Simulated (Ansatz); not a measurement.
# H3IOSi (SMILES O[SiH2]I): one structure at several levels

An exercise on one series of results from a longer session: the logs are not shown, and one member is left open.

Computed with Ansatz 0.2.0, Gaussian basis. Level: single points in def2-TZVPP.

Correlated methods freeze the cores. Filled d shells of the heavier atoms are correlated. Core potentials replace the inner electrons past krypton, and spin-orbit coupling is left out.

### Where the work starts

SMILES `O[SiH2]I`, 6 atoms, charge 0, spin multiplicity 1.

Atoms are counted from 1 here; the program's logs count them from 0.

Bond lengths: O1–Si2 1.556 Å, O1–H4 0.905 Å, Si2–I3 2.439 Å, Si2–H5 1.472 Å, Si2–H6 1.429 Å. Angles: Si2–O1–H4 124.4°, O1–Si2–I3 104.2°, O1–Si2–H5 111.9°, O1–Si2–H6 113.1°, I3–Si2–H5 104.1°, I3–Si2–H6 106.7°, H5–Si2–H6 115.6°.

As a file:

| atom | x (Å) | y (Å) | z (Å) |
| --- | --- | --- | --- |
| O1 | -0.9653 | -0.7014 | -0.2922 |
| Si2 | 0.1848 | 0.2818 | 0.0700 |
| I3 | 1.8449 | -1.1202 | 1.1780 |
| H4 | -1.7074 | -0.4714 | -0.7568 |
| H5 | 0.8788 | 0.7808 | -1.1282 |
| H6 | -0.2066 | 1.2788 | 1.0159 |

The first run:

Input file run/in.yaml:

```yaml
crystal:
  periodic: [false, false, false]
  atoms:
    - {symbol: O, position_ang: [-0.965300, -0.701400, -0.292200]}
    - {symbol: Si, position_ang: [0.184800, 0.281800, 0.070000]}
    - {symbol: I, position_ang: [1.844900, -1.120200, 1.178000]}
    - {symbol: H, position_ang: [-1.707400, -0.471400, -0.756800]}
    - {symbol: H, position_ang: [0.878800, 0.780800, -1.128200]}
    - {symbol: H, position_ang: [-0.206600, 1.278800, 1.015900]}
basis:
  gaussian: {orbitals: def2-TZVPP}
correlation: {method: ccsd_t}
output: {forces: true}
```

The command line of these runs was not kept.

Among the steps run: CCSD(T)/def2-TZVPP; PBE0-D4/def2-TZVPP; wB97M-V/def2-TZVPP; r2SCAN-D4/def2-TZVPP; PBE-D4/def2-TZVPP; CAM-B3LYP-D4/def2-TZVPP; B97M-V/def2-TZVPP.

One table of the session follows, with a row left open; its other results are not shown here.

| method | RMS force component (eV/Å) | angle to CCSD(T) forces (°) | dipole (D) |
| --- | --- | --- | --- |
| CCSD(T) | 1.266 | reference | 3.03 |
| PBE0-D4 | 1.213 | 4.1 | 3.02 |
| wB97M-V | 1.251 | 2.2 | 3.13 |
| r2SCAN-D4 | 1.233 | 4.1 | 3.02 |
| PBE-D4 | ? | ? | ? |
| CAM-B3LYP-D4 | 1.212 | 4.5 | 3.13 |
| B97M-V | 1.136 | 4.2 | 2.82 |

Q: Estimate the row for PBE-D4 from the others.

The run gave: RMS force component (eV/Å): 1.399; angle to CCSD(T) forces (°): 5.6; dipole (D): 2.88. In the column «RMS force component (eV/Å)» it is the highest.
